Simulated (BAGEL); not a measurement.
# AlCl3 (aluminium trichloride (monomer)): B3LYP/6-31G(d) (density fitting with qzvpp-jkfit, spherical functions)

What is the energy change on altering one bond length of AlCl3 (aluminium trichloride (monomer)) at B3LYP/6-31G* (density fitting with qzvpp-jkfit, spherical functions)? 

The results are computed with BAGEL 1.2.2.

**1. The system as given**

The species is AlCl3 (4 atoms), meant as a singlet with charge 0. As SMILES, `[Cl][Al]([Cl])[Cl]`. Geometry: a GFN2-xTB relaxation, a rough one for these elements and not checked as a minimum.

Bond lengths: Al1–Cl2 2.030 Å, Al1–Cl3 2.030 Å, Al1–Cl4 2.030 Å. Angles: Cl2–Al1–Cl3 120.0°, Cl2–Al1–Cl4 120.0°, Cl3–Al1–Cl4 120.0°.

**2. A single-point energy at B3LYP/6-31G(d) (density fitting with qzvpp-jkfit, spherical functions)**

calc.json

```json
{ "bagel": [

{
  "title": "molecule",
  "basis": "6-31gs.json",
  "df_basis": "qzvpp-jkfit",
  "angstrom": true,
  "geometry": [
    { "atom": "Al", "xyz": [   -0.000090,   -0.000130,    0.000260 ] },
    { "atom": "Cl", "xyz": [    2.029580,   -0.026890,    0.012730 ] },
    { "atom": "Cl", "xyz": [   -0.991250,    1.771260,   -0.016960 ] },
    { "atom": "Cl", "xyz": [   -1.038240,   -1.744250,    0.003970 ] }
  ]
},
{ "title": "ks", "xc_func": "b3lyp" },
{ "title": "print", "file": "orbitals.molden", "orbitals": true }

]}
```

The basis set 6-31G* is read from a file made from the Basis Set Exchange's data (not shown).

On the command line:

```
$ BAGEL_NUM_THREADS=1 BAGEL calc.json > calc.out
```

Standard output:

```text
* using 1 threads per process

  ===============================================================
  ===============================================================

  *** Geometry ***

  { "atom" : "Al", "xyz" : [     -0.000170,     -0.000246,      0.000491 ] },
  { "atom" : "Cl", "xyz" : [      3.835350,     -0.050815,      0.024056 ] },
  { "atom" : "Cl", "xyz" : [     -1.873191,      3.347196,     -0.032050 ] },
  { "atom" : "Cl", "xyz" : [     -1.961989,     -3.296155,      0.007502 ] },

  Number of auxiliary basis functions:      512

  Since a DF basis is specified, we compute 2- and 3-index integrals:
    o Being stored without compression. Storage requirement is 0.021 GB

  Number of basis functions:       72
  Number of electrons      :       64

    * METHOD: MOLECULE                             0.25

  *** Kohn-Sham DFT ***

    * Removing 6880 points whose weight is below 1.00e-10
    * Grid points: 52744

  === Nuclear Repulsion ===
   303.3405660542

       - DIIS with orbital gradients will be used.

  === KS iteration (b3lyp / 6-31gs.json) ===
      0      -1608.43454381          0.13132368           0.22
      1      -1614.93837257          0.08431511           0.19
      2      -1620.31240623          0.06606774           0.18
      3      -1623.14247766          0.00705160           0.18
      4      -1623.20476401          0.00423620           0.18
      5      -1623.21729001          0.00126803           0.18
      6      -1623.21837841          0.00004312           0.18
      7      -1623.21837977          0.00001171           0.18
      8      -1623.21837984          0.00000407           0.18
      9      -1623.21837986          0.00000125           0.18
     10      -1623.21837986          0.00000011           0.18
     11      -1623.21837986          0.00000005           0.18
     12      -1623.21837986          0.00000001           0.18
    * SCF iteration converged.

    * Permanent dipole moment:
           (    0.000332,     0.000563,    -0.000593) a.u.

    * METHOD: KS                                   2.60

    * METHOD: PRINT                                0.01

  ===============================================================
```

Wall time 3 s (1 thread of Arm Neoverse V1, shared host); peak memory 0.24 GiB.

**3. The distorted shape at the same level**

job.json

```json
{ "bagel" : [

{
  "title" : "molecule",
  "basis" : "6-31gs.json",
  "df_basis" : "qzvpp-jkfit",
  "angstrom" : true,
  "geometry" : [
    { "atom" : "Al", "xyz" : [      -0.609041,       0.007899,      -0.003481 ] },
    { "atom" : "Cl", "xyz" : [       2.029580,      -0.026890,       0.012730 ] },
    { "atom" : "Cl", "xyz" : [      -1.600201,       1.779289,      -0.020701 ] },
    { "atom" : "Cl", "xyz" : [      -1.647191,      -1.736221,       0.000229 ] }
  ]
},

{
  "title" : "ks",
  "xc_func" : "b3lyp"
},

{
  "title" : "print",
  "file" : "orbitals.molden",
  "orbitals" : true
}

]}
```

The basis set 6-31G* is read from a file made from the Basis Set Exchange's data (not shown).

On the command line:

```
$ BAGEL_NUM_THREADS=1 BAGEL job.json > job.out
```

Standard output:

```text
* using 1 threads per process

  ===============================================================
  ===============================================================

  *** Geometry ***

  { "atom" : "Al", "xyz" : [     -1.150921,      0.014927,     -0.006578 ] },
  { "atom" : "Cl", "xyz" : [      3.835350,     -0.050815,      0.024056 ] },
  { "atom" : "Cl", "xyz" : [     -3.023942,      3.362369,     -0.039119 ] },
  { "atom" : "Cl", "xyz" : [     -3.112740,     -3.280982,      0.000433 ] },

  Number of auxiliary basis functions:      512

  Since a DF basis is specified, we compute 2- and 3-index integrals:
    o Being stored without compression. Storage requirement is 0.021 GB

  Number of basis functions:       72
  Number of electrons      :       64

    * METHOD: MOLECULE                             0.25

  *** Kohn-Sham DFT ***

    * Removing 6372 points whose weight is below 1.00e-10
    * Grid points: 53252

  === Nuclear Repulsion ===
   278.4819340863

       - DIIS with orbital gradients will be used.

  === KS iteration (b3lyp / 6-31gs.json) ===
      0      -1608.28450587          0.12691640           0.23
      1      -1604.65078044          0.10473729           0.20
      2      -1595.62768284          0.09063132           0.19
      3      -1605.54583452          0.16018968           0.19
      4      -1621.76499914          0.03802219           0.19
      5      -1622.95098349          0.01559948           0.19
      6      -1622.95017820          0.01630450           0.19
      7      -1623.12803180          0.00687454           0.19
      8      -1623.16846564          0.00232285           0.19
      9      -1623.17220046          0.00124231           0.19
     10      -1623.17359765          0.00016321           0.20
     11      -1623.17361782          0.00003267           0.19
     12      -1623.17361863          0.00001050           0.19
     13      -1623.17361871          0.00000257           0.19
     14      -1623.17361871          0.00000157           0.19
     15      -1623.17361872          0.00000030           0.19
     16      -1623.17361872          0.00000018           0.19
     17      -1623.17361872          0.00000006           0.19
     18      -1623.17361872          0.00000001           0.19
     19      -1623.17361872          0.00000000           0.19
    * SCF iteration converged.

    * Permanent dipole moment:
           (    1.088737,    -0.013862,     0.006181) a.u.

    * METHOD: KS                                   4.04

    * METHOD: PRINT                                0.01

  ===============================================================
```

Run time: 4.5 s. Hardware: 1 thread of Arm Neoverse V1, shared host; peak memory 0.24 GiB.

**4. Results**

At B3LYP/6-31G* (density fitting with qzvpp-jkfit, spherical functions):

| quantity | value |
| --- | --- |
| first shape: total energy | -1623.21838 Eh |
| first shape: dipole moment | 0.00 D |
| first shape: HOMO energy | -9.05 eV |
| first shape: LUMO energy | -1.35 eV |
| first shape: HOMO–LUMO gap | 7.70 eV |
| distorted shape: total energy | -1623.17362 Eh |
| distorted shape: dipole moment | 2.77 D |
| distorted shape: HOMO energy | -8.16 eV |
| distorted shape: LUMO energy | -3.14 eV |
| distorted shape: HOMO–LUMO gap | 5.03 eV |
| energy change with the Al1–Cl2 bond stretched from 2.030 to 2.639 Å | 1.218 eV |

In words: With the Al1–Cl2 bond stretched from 2.030 to 2.639 Å the energy rises by 1.22 eV (28 kcal/mol). The first shape isn't relaxed at this level, so the change isn't measured from a minimum.
